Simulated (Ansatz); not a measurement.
What does this script print? It uses Ansatz's Python interface.

`fdcheck_al.py`:
```python
'''Forces and pressure of Al against finite differences of the energy, atoms off their sites.'''

import ansatz
import numpy as np

vectors0 = np.array([
    [-1.59192, 1.59384, 1.58578],
    [1.59526, -1.61558, 1.61086],
    [1.60038, 1.62404, -1.60752],
])
sites = [
    ('Al', (0.0, 0.0, 0.0)),
]


def make_crystal(cell):
    crystal = ansatz.Crystal(lattice=ansatz.Lattice.of(cell))
    for symbol, position in sites:
        crystal = crystal.atom(symbol, position)
    return crystal

def solve(crystal):
    return (
        crystal.calculation()
        .functional('r2scan')
        .occupations('Fermi-Dirac', width=0.15)
        .basis(650, xc_grid=2)
        .kpoints(9, 9, 9)
        .scf(tolerance=1e-09)
        .forces()
        .stress()
        .run(threads=1)
    ).report


centre = solve(make_crystal(vectors0))
start = make_crystal(vectors0)
# central difference: F = -(E(+h) - E(-h)) / 2h
# P = -dF/dV; the difference feels the change of the plane-wave count with the cell
volume = abs(np.linalg.det(vectors0))
larger, smaller = (solve(make_crystal(vectors0 * (1 + sign * 0.005) ** (1 / 3)))['lagrangian_ev'] for sign in (1, -1))
numerical = -(larger - smaller) / (0.01 * volume) * 160.21766
print(f'pressure: analytic {np.trace(centre["stress_gpa"]) / 3:.3f}, numerical {numerical:.3f} GPa')
```

Output of `python fdcheck_al.py`:
```text
DeckWarning: output.stress: scf.convergence.dr2_threshold = 1e-9 eV is looser than the 1e-10 eV advised for a printed stress (1e-10 eV for each atom of the cell: 1). What an SCF threshold leaves in a stress goes as its square root, and in the free energy as the threshold itself, and one threshold admits the most on a small cell: of the crystals measured, under no hybrid functional and no lock of the moments, on runs that ended without the residual-converged pass, on stresses that held no [...]
pressure: analytic -1.108, numerical -1.107 GPa
```
(Warnings from the package without file and line, shortened.)

For a metal this k-point mesh is coarse: on a finer one energies can move by several to tens of meV an atom and pressures by half a GPa or more, differences at one mesh by less. The smearing is wide enough that free energy and stress hold a thermal part of the electrons. Pressure is positive in compression. The cell is a database structure, distorted on purpose. The central difference errs as the square of the step, so the shorter step is the fairer test; what remains comes from the finite grid and the SCF threshold. Finished in 17 s on 1 thread of Arm Neoverse V2, on a shared host, peak memory 0.43 GiB.
